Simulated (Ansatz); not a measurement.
# BH₃IO+ (SMILES [OH2+]BI): one structure at several levels

Aim: energy, forces and dipole at a structure displaced at random from a GFN2-xTB minimum, from CCSD(T) and from density functionals.

Program: Ansatz 0.2.0, Gaussian basis. Level of theory: single points in def2-TZVPP. These are calculated values, not measurements.

Correlated methods freeze the cores. Filled d shells of the heavier atoms are correlated. Core potentials replace the inner electrons past krypton, and spin-orbit coupling is left out.

### 1 Where the work starts

SMILES `[OH2+]BI`, 6 atoms, charge 1, spin multiplicity 1.

Atoms are counted from 1 here; the program's logs count them from 0.

Bond lengths: O1–B2 1.382 Å, O1–H4 0.966 Å, O1–H5 0.969 Å, B2–I3 2.048 Å, B2–H6 1.169 Å. Angles: B2–O1–H4 123.6°, B2–O1–H5 122.1°, H4–O1–H5 114.2°, O1–B2–I3 117.6°, O1–B2–H6 116.7°, I3–B2–H6 125.7°.

Geometry (Å):

| atom | x (Å) | y (Å) | z (Å) |
| --- | --- | --- | --- |
| O1 | -0.60890 | -0.37460 | 0.27720 |
| B2 | 0.60750 | 0.14060 | -0.12870 |
| I3 | 0.58470 | 1.85310 | -1.25100 |
| H4 | -1.46060 | 0.01450 | 0.04010 |
| H5 | -0.67460 | -1.18690 | 0.80070 |
| H6 | 1.56430 | -0.43010 | 0.22640 |

### 2 CCSD(T)/def2-TZVPP

The input, run/in.yaml:

```yaml
crystal:
  periodic: [false, false, false]
  atoms:
    - {symbol: O, position_ang: [-0.608900, -0.374600, 0.277200]}
    - {symbol: B, position_ang: [0.607500, 0.140600, -0.128700]}
    - {symbol: I, position_ang: [0.584700, 1.853100, -1.251000]}
    - {symbol: H, position_ang: [-1.460600, 0.014500, 0.040100]}
    - {symbol: H, position_ang: [-0.674600, -1.186900, 0.800700]}
    - {symbol: H, position_ang: [1.564300, -0.430100, 0.226400]}
basis:
  gaussian: {orbitals: def2-TZVPP}
total_charge: 1
correlation: {method: ccsd_t}
output: {forces: true}
```

The command line of these runs was not kept.

### 3 PBE0-D4/def2-TZVPP

Changes to run/in.yaml since step 2:

```diff
@@ -12,3 +12,3 @@
 total_charge: 1
-correlation: {method: ccsd_t}
-output: {forces: true}
+hamiltonian: {xc: pbe0, dispersion: d4}
+output: {forces: true, orbitals: {seedname: orbitals}}
```

### 4 wB97M-V/def2-TZVPP

Changes to run/in.yaml since step 3:

```diff
@@ -12,3 +12,3 @@
 total_charge: 1
-hamiltonian: {xc: pbe0, dispersion: d4}
-output: {forces: true, orbitals: {seedname: orbitals}}
+hamiltonian: {xc: {name: wB97M-V}}
+output: {forces: true}
```

### 5 r2SCAN-D4/def2-TZVPP

Changes to run/in.yaml since step 4:

```diff
@@ -12,3 +12,3 @@
 total_charge: 1
-hamiltonian: {xc: {name: wB97M-V}}
+hamiltonian: {xc: r2scan, dispersion: d4}
 output: {forces: true}
```

### 6 PBE-D4/def2-TZVPP

Changes to run/in.yaml since step 5:

```diff
@@ -12,3 +12,3 @@
 total_charge: 1
-hamiltonian: {xc: r2scan, dispersion: d4}
+hamiltonian: {xc: pbe, dispersion: d4}
 output: {forces: true}
```

### 7 BHLYP-D4/def2-TZVPP

Changes to run/in.yaml since step 6:

```diff
@@ -12,3 +12,3 @@
 total_charge: 1
-hamiltonian: {xc: pbe, dispersion: d4}
+hamiltonian: {xc: {name: BHLYP}, dispersion: d4}
 output: {forces: true}
```

### 8 BLYP-D4/def2-TZVPP

Changes to run/in.yaml since step 7:

```diff
@@ -12,3 +12,3 @@
 total_charge: 1
-hamiltonian: {xc: {name: BHLYP}, dispersion: d4}
+hamiltonian: {xc: {name: BLYP}, dispersion: d4}
 output: {forces: true}
```

(Steps that only read results are left out.)

Q: Predict the outcome of this session. Wanted: energy less free atoms, CCSD(T)/def2-TZVPP; RMS force component; RMS force error; HOMO and LUMO, PBE0-D4; T1 diagnostic.

As calculated:

| quantity | value |
| --- | --- |
| energy less free atoms, CCSD(T)/def2-TZVPP | -11.446 eV |
| RMS force component | 0.730 to 0.857 eV/Å over the methods |
| RMS force error | PBE0-D4 0.136, wB97M-V 0.081, r2SCAN-D4 0.121, PBE-D4 0.248, BHLYP-D4 0.195, BLYP-D4 0.277 eV/Å |
| HOMO and LUMO, PBE0-D4 | -12.84 and -6.85 eV |
| T1 diagnostic | 0.012 |

Against CCSD(T) the functionals' energies less atoms differ by -0.852 to +0.163 eV, PBE-D4 by -0.852 eV. A larger basis would deepen the CCSD(T) value, while the functionals are nearly converged already, so the order here is not reliable. The forces of wB97M-V come nearest to CCSD(T), those of BLYP-D4 are farthest. Frozen-core CCSD(T) forces in triple zeta carry basis errors of their own, and this is one geometry, so small gaps rank nothing.
